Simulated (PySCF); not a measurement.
# Towards the basis-set limit for RbH

An exercise on one series of results from a longer session: the logs are not shown, and one member is left open.

Program: PySCF 2.14.0. Level of theory: CCSD(T) on RHF, spin-free X2C with a Gaussian nucleus. These are calculated values, not measurements.

2 further runs of the same task are left out: 2 set aside as unsound or not needed.

The first run:

| Item | Value |
| --- | --- |
| molecule | RbH |
| state | singlet, unpaired electrons none |
| smaller basis | Rb cc-pwCVTZ-X2C, H cc-pVTZ-DK |
| larger basis | Rb cc-pwCVQZ-X2C, H cc-pVQZ-DK |
| frozen core orbitals | 14 |
| extrapolation | correlation as n⁻³ (n = 3, 4), Hartree–Fock as (n+1)·exp(−9√n) |
| corrections | none |
| distances (Å) | 2.0835, 2.1782, 2.2729, 2.3676, 2.4623, 2.5807, 2.6990 |
| masses (u) | 84.9118, 1.0078 |
| dissociation limit | Rb + H |

Command:

```bash
$ OMP_NUM_THREADS=4 python comp.py task.json out
```

One table of the session follows, with a row left open; its other results are not shown here.

Parts of the energy along the bond, in eV from Rb + H:

```
 R (Å)  HF/CBS  CCSD corr.      (T)
2.0835  -0.563      -1.030  -0.0201
2.1782  -0.701      -0.998  -0.0164
2.2729       ?           ?        ?
2.3676  -0.828      -0.947  -0.0106
2.4623  -0.837      -0.927  -0.0083
2.5807  -0.811      -0.908  -0.0060
2.6990  -0.757      -0.893  -0.0041
```

Q: Estimate the row for R (Å) = 2.2729 from the others.

Worked estimate for «HF/CBS». A straight line through the neighbours (2.1782, -0.701) and (2.3676, -0.828) gives -0.701 + (-0.828 + 0.701) × (2.2729 − 2.1782) / (2.3676 − 2.1782) = -0.764; a parabola fitted to 4 rows on both sides gives -0.786.

The run gave: HF/CBS: -0.786; CCSD corr.: -0.970; (T): -0.0133. In «HF/CBS» the line misses by +0.022 and the parabola by 0.000.
